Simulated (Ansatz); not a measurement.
**K+ with H₂: structure and interaction energy**

One table from this session's results is given with a row withheld; the runs are named, their logs left out.

Method: PBE0-D4 structure, single points in def2-TZVPPD; program: Ansatz 0.2.0, Gaussian basis.

Levels: PBE-D4, revPBE-D4, BLYP-D4, r2SCAN-D4, B97M-V, PBE0-D4, B3LYP-D4, HSE06-D4, wB97X-V, wB97M-V, B2PLYP, Hartree-Fock, MP2, CCSD, CCSD(T). The reference is CCSD(T) extrapolated to the basis limit. For elements past Ar these valence bases correlate outer-core shells poorly and lack relativity, so that limit is rough.

Correlated methods freeze the cores. The outer core shell of Li, Na, Mg and K is correlated. B3LYP uses VWN-RPA correlation. B2PLYP carries no dispersion term here.

163 further runs of the same task are left out: 163 set aside as unsound or not needed.

## The starting structure

The pair, from a GFN2-xTB docking trial: 3 atoms, charge 1, spin multiplicity 1.

Atoms are counted from 1 here; the program's logs count them from 0.

Bond lengths: K1–H3 2.432 Å, H2–H3 0.823 Å. Angles: K1–H3–H2 175.4°.

Coordinates:

```
K     0.03330    0.04250   -1.89420
H    -0.04140   -0.05280    1.35640
H     0.00810    0.01030    0.53780
```

Atoms 1 to 1 are fragment A (K+), the rest fragment B (H₂).

The first run:

Input file pre/in.yaml:

```yaml
crystal:
  periodic: [false, false, false]
  atoms:
    - {symbol: K, position_ang: [0.033300, 0.042500, -1.894200]}
    - {symbol: H, position_ang: [-0.041400, -0.052800, 1.356400]}
    - {symbol: H, position_ang: [0.008100, 0.010300, 0.537800]}
basis:
  gaussian: {orbitals: def2-SVP}
total_charge: 1
hamiltonian: {xc: pbe, dispersion: d4}
relax: {f_tol: 0.03, max_steps: 250}
```

Started as:

```console
$ ansatz run in.yaml --threads 2 --pin off --events-out ev --progress --plain --max-ram 5222MiB
```

Steps of the session up to this table: A first relaxation in a small basis; Relaxation at PBE0-D4; wB97X-V/def2-TZVPPD; wB97M-V/def2-TZVPPD; B2PLYP/def2-TZVPPD; B97M-V/def2-TZVPPD; CCSD(T)/def2-TZVPPD; CCSD(T)/def2-QZVPPD; Vibrations of the pair.

One table of the session follows, with a row left open; its other results are not shown here.

| method | interaction (kJ/mol) |
| --- | --- |
| PBE-D4 | -11.67 |
| revPBE-D4 | -14.80 |
| BLYP-D4 | -13.66 |
| r2SCAN-D4 | -7.78 |
| B97M-V | -7.78 |
| PBE0-D4 | -10.82 |
| B3LYP-D4 | -12.56 |
| HSE06-D4 | ? |
| wB97X-V | -8.18 |
| wB97M-V | -7.96 |
| B2PLYP | -7.28 |
| Hartree-Fock | -6.08 |
| MP2 | -7.30 |
| CCSD | -7.05 |
| CCSD(T) | -7.16 |
| CCSD(T)/CBS | -8.30 |

Estimate the missing values for HSE06-D4.

**Answer.** interaction (kJ/mol): -10.75. In the column «interaction (kJ/mol)» it lies between PBE0-D4 (-10.82) and CCSD(T)/CBS (-8.30).

Among the levels timed on like hardware, those that no quicker one beats, quickest first: CCSD(T) (1.1 s, +1.14 kJ/mol); B2PLYP (2.1 s, +1.02 kJ/mol); r2SCAN-D4 (2.6 s, +0.52 kJ/mol); wB97X-V (5.2 s, +0.12 kJ/mol).

wB97X-V reaches 0.12 kJ/mol from the reference in 5.2 s; the quickest level in the cost chart, CCSD(T), takes 1.1 s and misses by 1.14 kJ/mol.

To keep in mind: A lower arrangement may exist.
